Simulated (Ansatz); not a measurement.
A nudged elastic band was laid between two geometries of a periodic cell of 17 atoms, LiSi16 (host Si, host structure Fd-3m, interstitial Li), cell charge +1.

Level of theory: DFT PBEsol, scalar-relativistic, plane waves, PAW in Ansatz. Settings: cutoff 420 eV, k mesh 2x2x2, gaussian smearing 0.05 eV, no spin polarisation.

```
movable images  : 7
climbing image  : yes
spring          : 10.0 eV/Å²
optimiser       : quadratic models (default)
start path      : straight line
force threshold : 0.05 eV/Å
iteration limit : 42
end points      : relaxed
```

Initial state:

```xyz
17
Lattice="0.0000 5.4271 5.4271 5.4271 0.0000 5.4271 5.4271 5.4271 0.0000" Properties=species:S:1:pos:R:3
Si 4.094 4.095 4.046
Si 2.713 2.714 2.694
Si 6.760 6.761 4.047
Si 5.425 5.431 2.717
Si 6.775 4.079 6.793
Si 5.447 2.714 5.427
Si 9.521 6.760 6.809
Si 8.141 5.408 5.428
Si 4.079 6.776 6.794
Si 2.713 5.450 5.428
Si 6.756 9.526 6.812
Si 5.405 8.142 5.429
Si 6.773 6.775 9.489
Si 5.427 5.427 8.140
Si 9.506 9.508 9.489
Si 8.140 8.142 8.163
Li 2.707 2.724 5.437
```

Final state:

Only the atoms that move by more than 0.05 Å are listed.
```
Si11 6.787 9.500 6.783
Li17 4.075 1.360 4.070
```

(1) Which bonds break or form, and what moves?

(2) Give the energies along the band, and the barrier.

(3) What is the geometry of the highest image?

## Answers

(1) Contacts lost: Si10–Li17, Si11–Li17, Si12–Li17, Si16–Li17. Contacts made: Si9–Li17, Si13–Li17, Si14–Li17, Si15–Li17. The atom that moves furthest is Li17, by 2.37 Å.

(2) The run converged. The highest image is number 4 of 0 to 8, 0.59 eV above the ends, which have the same energy within 2 meV. By the program's own check the climbing image is of a kind that is not told: the force calls were inconclusive, a negative curvature could not be distinguished from the path's own, the only one lies far off the path, or fixed occupations may fill a level only in part (lowest curvatures found: -2.25 and 0.74 eV/Å²). Limits of this set-up: charged cell in a uniform background, uncorrected.

```json
{"image": "0", "path coordinate (Å)": "0.00", "energy (eV)": "0.00", "Si10–Li17 (Å)": "2.73", "Si11–Li17 (Å)": "2.38", "Si12–Li17 (Å)": "2.73"}
{"image": "1", "path coordinate (Å)": "0.33", "energy (eV)": "0.05", "Si10–Li17 (Å)": "2.85", "Si11–Li17 (Å)": "2.47", "Si12–Li17 (Å)": "2.85"}
{"image": "2", "path coordinate (Å)": "0.66", "energy (eV)": "0.23", "Si10–Li17 (Å)": "3.04", "Si11–Li17 (Å)": "2.70", "Si12–Li17 (Å)": "3.04"}
{"image": "3", "path coordinate (Å)": "0.99", "energy (eV)": "0.47", "Si10–Li17 (Å)": "3.27", "Si11–Li17 (Å)": "3.02", "Si12–Li17 (Å)": "3.27"}
{"image": "4", "path coordinate (Å)": "1.32", "energy (eV)": "0.59", "Si10–Li17 (Å)": "3.52", "Si11–Li17 (Å)": "3.34", "Si12–Li17 (Å)": "3.52"}
{"image": "5", "path coordinate (Å)": "1.65", "energy (eV)": "0.47", "Si10–Li17 (Å)": "3.78", "Si11–Li17 (Å)": "3.68", "Si12–Li17 (Å)": "3.78"}
{"image": "6", "path coordinate (Å)": "1.98", "energy (eV)": "0.24", "Si10–Li17 (Å)": "4.05", "Si11–Li17 (Å)": "4.03", "Si12–Li17 (Å)": "4.05"}
{"image": "7", "path coordinate (Å)": "2.31", "energy (eV)": "0.05", "Si10–Li17 (Å)": "4.31", "Si11–Li17 (Å)": "4.39", "Si12–Li17 (Å)": "4.31"}
{"image": "8", "path coordinate (Å)": "2.64", "energy (eV)": "0.00", "Si10–Li17 (Å)": "4.50", "Si11–Li17 (Å)": "4.70", "Si12–Li17 (Å)": "4.50"}
```

(3) 
```xyz
17
Lattice="0.0000 5.4271 5.4271 5.4271 0.0000 5.4271 5.4271 5.4271 0.0000" Properties=species:S:1:pos:R:3
Si 4.133 4.139 4.010
Si 2.654 2.777 2.647
Si 6.719 6.725 4.010
Si 5.544 5.314 2.599
Si 6.670 4.189 6.900
Si 5.495 2.777 5.489
Si 9.560 6.725 6.851
Si 8.081 5.363 5.489
Si 4.034 6.824 6.775
Si 2.753 5.438 5.390
Si 6.889 9.396 6.680
Si 5.420 8.105 5.390
Si 6.795 6.824 9.536
Si 5.324 5.534 8.246
Si 9.461 9.491 9.536
Si 8.180 8.105 8.150
Li 3.394 2.038 4.749
```

The run took 6.5 min on 1 thread of Arm Neoverse V1, with other jobs on the host, peak memory 0.94 GiB.
